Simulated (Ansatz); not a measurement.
# AlBrClF2H (built from SMILES Cl.[F][Al]([F])[Br]): search for a transition state

Aim: find the saddle point of a four-centre ligand exchange that is to form Al1–Cl6, Br2–H5 and break Al1–Br2, H5–Cl6, prove it by its vibrations, and relax downhill on both sides to see what it joins.

Program: Ansatz 0.2.0, Gaussian basis. Level of theory: PBE0-D4, def2-SVP first, then def2-TZVP. These are calculated values, not measurements.

152 further runs of the same task are left out: 152 set aside as unsound or not needed.

## 1. The system as given

The guess: 6 atoms, charge 0, spin multiplicity 1.

Atoms are counted from 1 here; the program's logs count them from 0.

Bond lengths: Al1–Br2 2.422 Å, Al1–F3 1.641 Å, Al1–F4 1.641 Å, Al1–Cl6 2.150 Å, Br2–H5 1.714 Å. Angles: Br2–Al1–F3 108.0°, Br2–Al1–F4 108.0°, Br2–Al1–Cl6 90.4°, F3–Al1–F4 120.3°, F3–Al1–Cl6 112.8°, F4–Al1–Cl6 112.8°, Al1–Br2–H5 57.4°.

As a file:

```
Al   -0.5031   -0.1129   -0.3388
Br    1.6445   -1.0729    0.2359
F    -0.4836    0.2515   -1.9382
F    -1.6733   -1.0858    0.2739
H     1.1089    0.4315    0.8572
Cl   -0.0935    1.5886    0.9101
```

Distances that are to change: Al1–Cl6 2.15 Å, Br2–H5 1.71 Å, Al1–Br2 2.42 Å, H5–Cl6 1.67 Å.

## 2. Relaxing the guess with the reacting distances held

Input file hold/in.yaml:

```yaml
crystal:
  periodic: [false, false, false]
  atoms:
    - {symbol: Al, position_ang: [-0.503100, -0.112900, -0.338800]}
    - {symbol: Br, position_ang: [1.644500, -1.072900, 0.235900]}
    - {symbol: F, position_ang: [-0.483600, 0.251500, -1.938200]}
    - {symbol: F, position_ang: [-1.673300, -1.085800, 0.273900]}
    - {symbol: H, position_ang: [1.108900, 0.431500, 0.857200]}
    - {symbol: Cl, position_ang: [-0.093500, 1.588600, 0.910100]}
basis:
  gaussian: {orbitals: def2-SVP}
hamiltonian: {xc: pbe0, dispersion: d4}
relax: {f_tol: 0.04, max_steps: 150, escape_saddle: false, constraints: [{distance: [0, 5]}, {distance: [1, 4]}, {distance: [0, 1]}, {distance: [4, 5]}]}
```

Started as:

```sh
$ ansatz run in.yaml --threads 4 --pin off --events-out ev --progress --plain --max-ram 9574MiB
```

The runs that follow: A starting Hessian; Saddle search in the small basis; Saddle search in triple zeta; Checking the order of the point; Relaxing after a step of 0.30 Å one way along the mode; Relaxing after a step of 0.30 Å the other way along the mode.

Before running it: what results should come out? Wanted: imaginary mode; barrier from the start side; barrier from the end side; energy of the step; pairs that change; zero-point energy at the saddle.

**Answer**, as computed:

```
                       quantity                                                              value
                 imaginary mode                                                          414i cm⁻¹
    barrier from the start side                                                        21.3 kJ/mol
      barrier from the end side                                                        20.1 kJ/mol
             energy of the step                                                        +1.1 kJ/mol
              pairs that change  Al1–Cl6 tightened, Br2–H5 formed, Al1–Br2 loosened, H5–Cl6 broken
zero-point energy at the saddle                                                           0.338 eV
```

**Reading.** The point has a single imaginary mode (414i cm⁻¹), as a transition state must. The two relaxations end on the structures that were planned. A bond meant to break is only loosened at the end: the products stay bound as an adduct. At PBE0-D4/def2-TZVP the electronic barrier is 21.3 kJ/mol, about 9 kT at 298 K, and the step runs 1.1 kJ/mol uphill. A step off the saddle overshot and began above it in energy, so the link to its end is likely but not proven. The ends are the nearest minima, not always the lowest complexes.
